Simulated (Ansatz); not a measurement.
**F3GeHO: basis-set convergence**

An exercise on one series of results from a longer session: the logs are not shown, and one member is left open.

Computed with Ansatz 0.2.0, Gaussian basis. Level: one geometry, several basis sets.

Plan: PBE0-D4/def2-SVP; ωB97M-V/def2-SVP; PBE0-D4/def2-QZVPP; ωB97M-V/def2-QZVPP; the functionals' def2-TZVPP values are taken from earlier runs.

### The relaxed structure

The geometry comes from an earlier relaxation with PBE0-D4 in a triple-zeta def2 set; it is a stationary point.

SMILES `[OH][Ge]([F])([F])[F]`, 6 atoms, charge 0, spin multiplicity 1.

Atoms are counted from 1 here; the program's logs count them from 0.

Bond lengths: O1–Ge2 1.728 Å, O1–H6 0.962 Å, Ge2–F3 1.694 Å, Ge2–F4 1.703 Å, Ge2–F5 1.703 Å. Angles: Ge2–O1–H6 113.9°, O1–Ge2–F3 108.1°, O1–Ge2–F4 112.7°, O1–Ge2–F5 112.7°, F3–Ge2–F4 108.5°, F3–Ge2–F5 108.6°, F4–Ge2–F5 106.2°.

Set-up of the first run:

Input file in.yaml:

```yaml
crystal:
  periodic: [false, false, false]
  atoms:
    - {symbol: O, position_ang: [-0.822458, 0.301640, 1.076858]}
    - {symbol: Ge, position_ang: [0.315332, -0.140687, -0.146342]}
    - {symbol: F, position_ang: [1.692822, -0.764375, 0.618418]}
    - {symbol: F, position_ang: [-0.291644, -1.322127, -1.212691]}
    - {symbol: F, position_ang: [0.784047, 1.179858, -1.114961]}
    - {symbol: H, position_ang: [-1.636000, 0.681792, 0.732518]}
basis:
  gaussian: {orbitals: def2-SVP}
hamiltonian: {xc: pbe0, dispersion: d4}
output: {orbitals: {seedname: orbitals}}
```

On the command line:

```bash
> ansatz run in.yaml --threads 4 --pin off --events-out ev --progress --plain --max-ram 10444MiB
```

Among the steps run: PBE0-D4 in def2-SVP; ωB97M-V in def2-SVP; PBE0-D4 in def2-QZVPP; ωB97M-V in def2-QZVPP.

One table of the session follows, with a row left open; its other results are not shown here.

It belongs to the step «Density functionals: the series». 

```
functional       basis  HOMO (eV)
   PBE0-D4    def2-SVP     -10.51
   PBE0-D4  def2-TZVPP          ?
   PBE0-D4  def2-QZVPP     -10.76
   ωB97M-V    def2-SVP     -12.98
   ωB97M-V  def2-TZVPP     -13.21
   ωB97M-V  def2-QZVPP     -13.27
```

Estimate the missing values for PBE0-D4, def2-TZVPP.

As computed: HOMO (eV): -10.70. In the column «HOMO (eV)» it lies between PBE0-D4, def2-QZVPP (-10.76) and PBE0-D4, def2-SVP (-10.51).
